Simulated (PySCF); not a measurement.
# C₆H₁₀FNS: magnetic properties

What do calculations give for the magnetic properties of C₆H₁₀FNS (`C=C[C@@H](F)C(=S)N(C)C`)?

Programs: PySCF 2.14.0, with routines of our own; each step states its level. All values are computed. Atoms count from 0.

### 1 The system as given

19 atoms, charge 0, multiplicity 1; geometry from: GFN2-xTB.

### 2 Magnetic properties: GIAO HF/pcSseg-1

Job settings and geometry (Å):

```
{"job": {"kind": "mag", "xc": "HF", "basis": "pcSseg-1", "isotopologues": 0}, "charge": 0, "multiplicity": 1}
C      2.403577     0.962463    -1.254258
C      1.958745    -0.146292    -0.694219
C      1.323797    -0.223834     0.667095
F      1.203187     1.027288     1.240234
C     -0.006972    -0.949229     0.592976
S      0.015419    -2.559978     0.948351
N     -1.098778    -0.293427     0.197362
C     -2.391986    -0.932961     0.205280
C     -1.106552     1.094699    -0.204787
H      2.858104     0.954598    -2.229346
H      2.346909     1.914831    -0.752722
H      2.026557    -1.106272    -1.185660
H      1.972886    -0.801679     1.338663
H     -3.102508    -0.315159     0.756106
H     -2.752028    -1.070142    -0.816612
H     -2.308678    -1.907179     0.683092
H     -0.180833     1.358558    -0.710675
H     -1.935810     1.249951    -0.893542
H     -1.234837     1.753013     0.658274
```

Method: GIAO HF/pcSseg-1 magnetisability, rotational g tensor and spin-rotation constants, non-relativistic, gas phase.

Launch:

```
$ OMP_NUM_THREADS=1 python excited_run.py task.json out
```

One launch serves the whole session: the jobs run in the order shown.

What it wrote:

```text
final grid: 155312 points
cycle   1  E = -784.0945721822  dE =  2.154e+00  |g| = 8.617e-01  |ddm| = 3.789e+00
cycle   2  E = -784.2229186064  dE = -1.283e-01  |g| = 6.279e-01  |ddm| = 1.504e+00
cycle   3  E = -784.3114510741  dE = -8.853e-02  |g| = 9.903e-02  |ddm| = 7.248e-01
cycle   4  E = -784.3151364747  dE = -3.685e-03  |g| = 3.163e-02  |ddm| = 1.714e-01
cycle   5  E = -784.3154558431  dE = -3.194e-04  |g| = 8.265e-03  |ddm| = 4.771e-02
cycle   6  E = -784.3155012657  dE = -4.542e-05  |g| = 3.678e-03  |ddm| = 2.282e-02
cycle   7  E = -784.3155109939  dE = -9.728e-06  |g| = 1.327e-03  |ddm| = 1.157e-02
cycle   8  E = -784.3155123195  dE = -1.326e-06  |g| = 4.551e-04  |ddm| = 3.787e-03
cycle   9  E = -784.3155124835  dE = -1.640e-07  |g| = 1.602e-04  |ddm| = 1.187e-03
cycle  10  E = -784.3155125038  dE = -2.037e-08  |g| = 7.777e-05  |ddm| = 4.123e-04
cycle  11  E = -784.3155125098  dE = -5.996e-09  |g| = 2.777e-05  |ddm| = 2.645e-04
cycle  12  E = -784.3155125109  dE = -1.076e-09  |g| = 1.067e-05  |ddm| = 1.266e-04
cycle  13  E = -784.3155125111  dE = -1.532e-10  |g| = 4.427e-06  |ddm| = 4.837e-05
converged SCF energy = -784.3155125111

Magnetisability tensor (1e-30 J/T^2)
    -1477.14      -10.71      -17.51
      -10.71    -1441.10      -13.37
      -17.51      -13.37    -1537.53
isotropic -1485.26   principal values   -1544.64  -1473.73  -1437.40
isotropic susceptibility -89.444 1e-6 cm^3/mol

Inertial axes            a          b          c
rot. const./GHz      1.8171     1.1059     0.8485
chi total           -88.303    -87.384    -92.645
chi diamagnetic    -783.876  -1192.449  -1531.340
chi paramagnetic    695.573   1105.065   1438.694
quadrupole/D A        0.327      1.630     -1.957
g nuclear            0.5745     0.5615     0.5667
g electronic        -0.5938    -0.5742    -0.5735
g total             -0.0193    -0.0126    -0.0067

Spin-rotation constants (kHz, H = +C I.J)
atom  isotope        aa         bb         cc
  3    19F        0.368      0.349      0.339
  6    14N        0.265      0.080      0.037
  9     1H       -0.105     -0.122      0.033
 10     1H       -0.126     -0.051     -0.009
 11     1H       -0.156     -0.050      0.004
 12     1H       -0.175      0.037     -0.049
 13     1H       -0.179     -0.029     -0.051
 14     1H       -0.193     -0.103      0.014
 15     1H       -0.029     -0.021     -0.081
 16     1H        0.019     -0.088     -0.082
 17     1H       -0.180     -0.029     -0.054
 18     1H       -0.192     -0.091      0.012
  0    13C*       0.454      0.219      0.358
  1    13C*       0.479      0.265      0.382
  2    13C*       0.444      0.251      0.218
  4    13C*       1.037      0.625      0.180
  5    33S*       0.700      0.535      0.168
  7    13C*       0.241      0.198      0.152
* in the singly substituted isotopologue
```

Wall time 56 s (1 thread of Arm Neoverse N1, shared host); peak memory 0.91 GiB.

In short:

```
              quantity                      value
       magnetisability           -1485·10⁻³⁰ J/T²
  molar susceptibility         -89.4·10⁻⁶ cm³/mol
rotational g (a, b, c)  -0.0193, -0.0126, -0.0067
```

Orbitals, density, ELF and potential are computed afterwards from the orbital file.

Frontier orbitals at HF/pcSseg-1, with the share of their density that lies nearest to each atom:

```
orbital  energy (eV)                    lies on
   HOMO        -8.83                    S5 77 %
   LUMO         2.68  C4 37 %; S5 21 %; N6 12 %
```

ELF in a plane through or near 7 of the atoms.

Values, 10 rows by 14 columns:
```
0.00 0.00 0.00 0.00 0.00 0.00 0.00 0.00 0.00 0.00 0.00 0.00 0.00 0.00
0.00 0.00 0.00 0.00 0.00 0.00 0.00 0.00 0.00 0.00 0.00 0.00 0.00 0.00
0.00 0.00 0.00 0.00 0.00 0.00 0.02 0.03 0.83 0.70 0.00 0.00 0.00 0.00
0.00 0.00 0.01 0.17 0.31 0.01 0.98 0.66 1.00 0.97 0.01 0.01 0.00 0.00
0.00 0.00 0.14 0.61 0.48 0.36 0.35 0.45 0.67 0.11 0.66 0.57 0.01 0.00
0.00 0.00 0.22 0.64 0.87 0.45 0.11 0.51 0.65 0.75 0.24 0.16 0.00 0.00
0.00 0.00 0.08 0.51 0.55 0.41 0.11 0.69 0.47 0.10 1.00 0.82 0.00 0.00
0.00 0.00 0.00 0.01 0.03 0.01 0.40 0.61 0.29 0.93 0.05 0.00 0.00 0.00
0.00 0.00 0.00 0.00 0.00 0.02 0.72 0.89 0.73 0.62 0.22 0.00 0.00 0.00
0.00 0.00 0.00 0.00 0.00 0.00 0.03 0.13 0.04 0.01 0.00 0.00 0.00 0.00
```
The map spans 12.0 Å across and 10.4 Å up, centred on the molecule. Atoms in the plane (x, y in Å): C0 (-2.8, 0.5), C1 (-1.9, -0.6), S5 (0.9, -2.6), C7 (2.6, -0.1), H15 (2.8, -1.2), H16 (-0.3, 1.5), H17 (1.3, 2.0).

On the surface of density 0.002 e/bohr³ the electrostatic potential runs, from the 1st to the 99th percentile, from -1.38 V near S5 to 1.15 V near H17.

### 3 Magnetic properties: GIAO HF/3-21G in tetrahydrofuran

Settings changed since step 2:

```diff
@@ -1,2 +1,2 @@
-{"job": {"kind": "mag", "xc": "HF", "basis": "pcSseg-1", "isotopologues": 0}, "charge": 0, "multiplicity": 1}
+{"job": {"kind": "mag", "xc": "HF", "basis": "3-21G", "solvent": "tetrahydrofuran"}, "charge": 0, "multiplicity": 1}
 C      2.403577     0.962463    -1.254258
```

Level: GIAO HF/3-21G magnetisability, non-relativistic, IEF-PCM tetrahydrofuran.

What it wrote:

```text
final grid: 155312 points
cycle   1  E = -780.1269152800  dE =  1.792e+00  |g| = 8.011e-01  |ddm| = 4.213e+00
cycle   2  E = -780.2663525914  dE = -1.394e-01  |g| = 5.022e-01  |ddm| = 1.790e+00
cycle   3  E = -780.3225863179  dE = -5.623e-02  |g| = 6.995e-02  |ddm| = 6.905e-01
cycle   4  E = -780.3247537571  dE = -2.167e-03  |g| = 2.073e-02  |ddm| = 1.834e-01
cycle   5  E = -780.3249170037  dE = -1.632e-04  |g| = 6.132e-03  |ddm| = 4.072e-02
cycle   6  E = -780.3249499307  dE = -3.293e-05  |g| = 2.842e-03  |ddm| = 2.298e-02
cycle   7  E = -780.3249548142  dE = -4.884e-06  |g| = 8.926e-04  |ddm| = 7.534e-03
cycle   8  E = -780.3249556333  dE = -8.191e-07  |g| = 2.804e-04  |ddm| = 3.135e-03
cycle   9  E = -780.3249556842  dE = -5.087e-08  |g| = 9.365e-05  |ddm| = 7.489e-04
cycle  10  E = -780.3249556897  dE = -5.478e-09  |g| = 2.842e-05  |ddm| = 2.368e-04
cycle  11  E = -780.3249556905  dE = -8.222e-10  |g| = 1.091e-05  |ddm| = 9.627e-05
converged SCF energy = -780.3249556905

Magnetisability tensor (1e-30 J/T^2)
    -1548.04      -20.40      -18.68
      -20.40    -1514.31       -9.49
      -18.68       -9.49    -1597.87
isotropic -1553.41   principal values   -1606.80  -1548.71  -1504.70
isotropic susceptibility -93.548 1e-6 cm^3/mol

Inertial axes            a          b          c
rot. const./GHz      1.8171     1.1059     0.8485
chi total           -93.180    -91.225    -96.241
chi diamagnetic    -783.395  -1191.860  -1530.975
chi paramagnetic    690.215   1100.635   1434.734
quadrupole/D A        0.322      1.442     -1.764
```

Run time: 14 s. Hardware: 1 thread of Arm Neoverse N1, shared host; peak memory 0.63 GiB.

Key values:

```
            quantity               value
     magnetisability    -1553·10⁻³⁰ J/T²
molar susceptibility  -93.5·10⁻⁶ cm³/mol
```

### 4 What came out

```
                                         quantity                      value
       magnetisability (step 2, GIAO HF/pcSseg-1)           -1485·10⁻³⁰ J/T²
  molar susceptibility (step 2, GIAO HF/pcSseg-1)         -89.4·10⁻⁶ cm³/mol
rotational g (a, b, c) (step 2, GIAO HF/pcSseg-1)  -0.0193, -0.0126, -0.0067
            surface potential, 1st and 99th percentile         -1.38 V and 1.15 V
```

In words: The values above hold for this geometry and these levels alone. Vibrational averaging and real surroundings are missing from these values.
